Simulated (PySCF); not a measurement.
# LiZn+: bond curves at several levels of theory

The task here is to estimate one member of a computed series from the others.

Method: Li 6-31G(d,p), Zn 6-31G(d,p), no relativity; program: PySCF 2.14.0.

The first run:

A driver script around PySCF takes these settings:

```yaml
atoms: Li, Zn
charge: 1
basis: Li 6-31G(d,p), Zn 6-31G(d,p)
Hamiltonian: no relativity
basis_functions: 48
electrons_treated: 32
masses_in_u: 7.0160, 63.9291
levels: PBE0, PBE, r²SCAN, B3LYP, revPBE, r²SCANh, HSE06, HF, MP2, SCS-MP2, CCSD, CCSD(T)
grid: 80 radial by 434 angular points
occupations: held fixed by the projection of orbital angular momentum
dissociation_limit: Li+ + Zn, each in its ground configuration
starting_distance_in_angstrom: 2.575
values_of_2S_to_try: 0, 2
```

The run is started by

```sh
> OMP_NUM_THREADS=1 python dia.py task.json out
```

Among the steps run: Set-up; First curve: PBE0; Other states along the same grid; PBE (GGA); r²SCAN; B3LYP; revPBE; r²SCANh (hybrid meta-GGA); HSE06 (range-separated hybrid); RHF; Correlated methods on the Hartree–Fock reference.

One of the session's tables, all rows but one given; the rest of the session is left out.

Energy (eV) from each level's lowest point:

| R (Å) | RHF | RHF-MP2 | RHF-SCS-MP2 | RHF-CCSD | RHF-CCSD(T) |
| --- | --- | --- | --- | --- | --- |
| 2.128 | 0.493 | 0.325 | 0.340 | n/a | n/a |
| 2.228 | 0.289 | 0.158 | 0.170 | 0.178 | 0.170 |
| 2.326 | 0.151 | 0.058 | 0.066 | 0.072 | 0.066 |
| 2.401 | 0.082 | 0.017 | 0.022 | 0.026 | 0.023 |
| 2.475 | 0.037 | 0.000 | 0.002 | 0.004 | 0.002 |
| 2.549 | 0.011 | 0.001 | 0.000 | 0.000 | 0.000 |
| 2.648 | 0.000 | 0.025 | 0.019 | 0.017 | 0.019 |
| 2.772 | ? | ? | ? | ? | ? |
| 2.921 | 0.056 | 0.162 | 0.148 | 0.137 | 0.145 |
| 3.119 | 0.137 | 0.288 | 0.269 | n/a | n/a |

**Question.** Estimate the row for R (Å) = 2.772.

Worked estimate for «RHF». A straight line through the neighbours (2.648, 0.000) and (2.921, 0.056) gives 0.000 + (0.056 − 0.000) × (2.772 − 2.648) / (2.921 − 2.648) = 0.025; a parabola fitted to 4 rows on both sides gives 0.017.

**Answer.** RHF: 0.013; RHF-MP2: 0.078; RHF-SCS-MP2: 0.068; RHF-CCSD: 0.062; RHF-CCSD(T): 0.067. In «RHF» the line misses by +0.012 and the parabola by +0.004.
